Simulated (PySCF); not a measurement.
# C6H9PSe: the cost of one run

Programs: PySCF 2.14.0, with routines of our own; each step states its level. All values are computed. Atoms count from 0.

## 1. The starting structure

17 atoms, charge 0, multiplicity 1; geometry from: GFN2-xTB.

## 2. Vibronic structure: TDDFT PBE0/cc-pVDZ

Job settings and geometry (Å):

```
{"job": {"kind": "vib", "xc": "PBE0", "basis": "cc-pVDZ", "tda": false}, "charge": 0, "multiplicity": 1}
C      3.363197     0.729691     0.278998
C      2.070480     0.316981    -0.202900
C      0.961162    -0.033545    -0.524780
P     -0.518793    -0.517052    -1.323707
Se    -0.586549    -0.718460    -3.410602
C     -1.447493    -1.573347    -0.160444
C     -1.934507    -0.114882    -0.229886
C     -1.790157     0.739980     1.001025
H      3.263590     1.252628     1.229833
H      3.823872     1.397432    -0.448289
H      4.003715    -0.140964     0.415997
H     -0.972127    -1.875530     0.763860
H     -2.099185    -2.328137    -0.582724
H     -2.874732     0.017656    -0.759633
H     -0.787387     0.648687     1.414441
H     -1.974099     1.787487     0.770827
H     -2.507984     0.423405     1.758074
```

With the program's defaults for keys left out, this is: TDDFT PBE0/cc-pVDZ vertical-gradient vibronic structure (displaced harmonic oscillators, Condon), gas phase.

The run is started by

```bash
$ OMP_NUM_THREADS=1 python excited_run.py task.json out
```

One launch serves the whole session: the jobs run in the order shown.

Q: Estimate the wall time and peak memory of this job on 1 thread of AMD EPYC, shared host.

About 2.2 min, with a peak of 1.1 GiB.
